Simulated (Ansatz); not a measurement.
# WNH (triplet): wave-function methods side by side at a displaced geometry (v2), def2-SVP

One table from this session's results is given with a row withheld; the runs are named, their logs left out.

Computed with Ansatz 0.2.0, Gaussian basis. Level: def2-SVP, core rule «outside noble gas», up to 5 orbitals frozen.

The runs, in order: UHF; CCSD(T) on ROHF; CCSD(T) on UHF; CISD as a restricted active space (open shells left free, so some higher excitations enter); CCSDT(Q) on ROHF; CCSDT(Q) on UHF.

22 further runs of the same task are left out: 1 for a known fault of the program, 8 that didn't finish, 13 set aside as unsound or not needed. Runs told in other sessions of the task aren't counted.

### The system

The geometry is a PBE0/def2-TZVP stationary point (not a proven minimum) with its atoms shifted at random (size 0.100 Å). No spin-orbit coupling is included. Elements past krypton take def2 core potentials.

3 atoms, charge 0, spin multiplicity 3.

Atoms are counted from 1 here; the program's logs count them from 0.

Bond lengths: W1–N2 1.712 Å, N2–H3 1.003 Å. Angles: W1–N2–H3 169.9°.

Geometry (Å):

```csv
atom,x (Å),y (Å),z (Å)
W1,0.0844,0.0052,-1.4693
N2,-0.0805,0.0136,0.2347
H3,-0.0039,-0.0188,1.2346
```

The first run:

in.yaml

```yaml
crystal:
  periodic: [false, false, false]
  atoms:
    - {symbol: W, position_ang: [0.084376, 0.005225, -1.469302]}
    - {symbol: N, position_ang: [-0.080498, 0.013599, 0.234691]}
    - {symbol: H, position_ang: [-0.003878, -0.018825, 1.234611]}
basis:
  gaussian: {orbitals: def2-SVP}
magnetization: {spin_polarized: true, initial_magnetization: 2}
hamiltonian: {xc: hf}
output: {orbitals: {seedname: orbitals}}
```

Started as:

```
$ ansatz run in.yaml --threads 1 --pin off --events-out ev --progress --plain --max-ram 2393MiB
```

Among the steps run: UHF; CCSD(T) on ROHF; CCSD(T) on UHF; CISD as a restricted active space (open shells left free, so some higher excitations enter); CCSDT(Q) on ROHF; CCSDT(Q) on UHF.

One table of the session follows, with a row left open; its other results are not shown here.

It belongs to the step «Misses and costs». 

| method | from RCCSDT(Q) (meV) |
| --- | --- |
| ROHF | +9551.1 |
| UHF | +8790.3 |
| RMP2 | +589.6 |
| UMP2 | +1124.3 |
| RCCSD | ? |
| UCCSD | +497.1 |
| RCCSD(T) | +22.8 |
| UCCSD(T) | +38.4 |
| RCCSDT | +10.1 |
| UCCSDT | -34.5 |
| RCCSDT(Q) | 0 |
| UCCSDT(Q) | -85.0 |

Q: Estimate the row for RCCSD from the others.

As computed: from RCCSDT(Q) (meV): +572.2. In the column «from RCCSDT(Q) (meV)» it lies between UCCSD (+497.1) and RMP2 (+589.6).

Not comparable, so not listed: CISD as a restricted active space (open shells left free, so some higher excitations enter) (they don't share determinant, frozen orbitals or solution with the rows shown, or repeat one).

Caveats from the session: The determinant of HF (⟨S²⟩ 2.85) is far from a pure spin state, so its energy mixes those of several spin states; that is harmless only where they are near-degenerate. The determinant of CCSD(T) (⟨S²⟩ 2.85) is far from a pure spin state, so its energy mixes those of several spin states; high orders of coupled cluster remove much of that, low ones don't. The determinant of CCSDT(Q) (⟨S²⟩ 2.85) is far from a pure spin state, so its energy mixes those of several spin states; high orders of coupled cluster remove much of that, low ones don't. Warnings: spin contamination; large T1 diagnostic. Restricted and unrestricted rows rest on different reference determinants; a gap between their highest levels can come from leftover correlation error, from unlike frozen cores or from another state.
